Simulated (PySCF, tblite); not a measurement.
# C₄H₁₁BGeO₂: geometry, infrared bands and NMR shifts

What infrared bands and NMR shifts should C₄H₁₁BGeO₂ (`C[O+]1[BH2-][GeH2][C@@H](C=O)C1`) show?

Computed with tblite 0.8.0 and PySCF 2.14.0, with density-fitted response routines of our own, on a single molecule in the gas phase. Atoms count from 0, in the outputs and in this text.

### Step 1. Starting geometry

19 atoms, charge 0, multiplicity 1; geometry from: force field or distance geometry start.

Bonds of the start (Å): C0–O1 1.41, O1–B2 1.46, B2–Ge3 2.05, Ge3–C4 1.96, C4–C5 1.48, C5–O6 1.21, C4–C7 1.51, C7–O1 1.40, C0–H8 1.10, C0–H9 1.12, C0–H10 1.11, B2–H11 1.20, B2–H12 1.20, Ge3–H13 1.52, Ge3–H14 1.54, C4–H15 1.08, C5–H16 1.10, C7–H17 1.10, C7–H18 1.11.

### Step 2. Relaxing the molecule with GFN2-xTB

The job: settings as JSON, then the geometry in Å.

```
{"job": {"kind": "relax", "xc": "GFN2-xTB", "basis": "xTB"}, "charge": 0, "multiplicity": 1}
C     -1.866200    -1.119000    -0.801400
O     -0.785500    -0.220500    -0.862300
B     -1.245700     0.985700    -0.186700
Ge     0.577800     1.723900     0.382400
C      1.446300     0.049600    -0.142600
C      2.438400    -0.284900     0.900100
O      2.156900    -1.189900     1.658200
C      0.211400    -0.819800    -0.090700
H     -1.614000    -2.110900    -1.210900
H     -2.123500    -1.263600     0.278200
H     -2.769300    -0.672400    -1.277700
H     -1.747100     1.692300    -1.012700
H     -1.962000     0.775900     0.751300
H      1.017900     2.912900    -0.462600
H      0.643300     1.969400     1.904000
H      1.848500     0.168300    -1.140800
H      3.386400     0.263000     0.991100
H     -0.108200    -1.085500     0.925100
H      0.484900    -1.765100    -0.609600
```

Run with:

```sh
$ OMP_NUM_THREADS=1 python probes_run.py task.json out
```

One launch serves the whole session: the jobs run in the order shown.

**Question.** This job is followed by: GFN2-xTB harmonic vibrations, gas phase; GIAO PBE0/pcSseg-1 NMR shielding, non-relativistic, gas phase. Predict these results of the whole session: strongest single infrared mode (GFN2-xTB); zero-point energy (GFN2-xTB); 13C shifts against TMS (PBE0/pcSseg-1); 1H shifts against TMS (PBE0/pcSseg-1, means over atoms taken as alike); 17O shifts against H2O (PBE0/pcSseg-1); 11B shifts against BF3·OEt2 (PBE0/pcSseg-1); 73Ge shifts against GeMe4 (PBE0/pcSseg-1).

The runs gave:

```
                                                              quantity                                                     value
                             strongest single infrared mode (GFN2-xTB)                                     1921 cm⁻¹, 632 km/mol
                                          zero-point energy (GFN2-xTB)                                             89.3 kcal/mol
                                13C shifts against TMS (PBE0/pcSseg-1)                               196.1, 82.4, 66.8, 49.6 ppm
1H shifts against TMS (PBE0/pcSseg-1, means over atoms taken as alike)  9.83, 4.78, 4.27, 4.03, 3.91, 3.83, 3.32, 3.19, 3.06 ppm
                                17O shifts against H2O (PBE0/pcSseg-1)                                           583.0, 37.1 ppm
                           11B shifts against BF3·OEt2 (PBE0/pcSseg-1)                                                  -7.5 ppm
                             73Ge shifts against GeMe4 (PBE0/pcSseg-1)                                                  -191 ppm
```

The optimisation took 112 steps and gained 1.169 eV; among the close pairs (by a distance rule), O1–B2 changed most, from 1.457 to 1.606 Å. No mode is imaginary among the 51: a minimum at this level. The strongest single mode, at 1921 cm⁻¹, moves mainly H14. Unscaled tight-binding wavenumbers are off by several per cent, some by more. Its intensities can rank the bands wrongly. The most deshielded carbon is C5 (aldehyde carbonyl carbon), at 196.1 ppm: the double bond to the heteroatom, with no lone-pair donor beside it, deshields it most. H16 (hydrogen on an aldehyde carbonyl carbon) lies farthest downfield among hydrogen, at 9.83 ppm; the C=O anisotropy and electron withdrawal place aldehyde protons far downfield. At PBE0/pcSseg-1: The widest tensor belongs to O6: span 1150 ppm, with a paramagnetic part of -650 ppm. Spin-orbit coupling is left out, which matters for shieldings and couplings at and beside the heavy atoms.
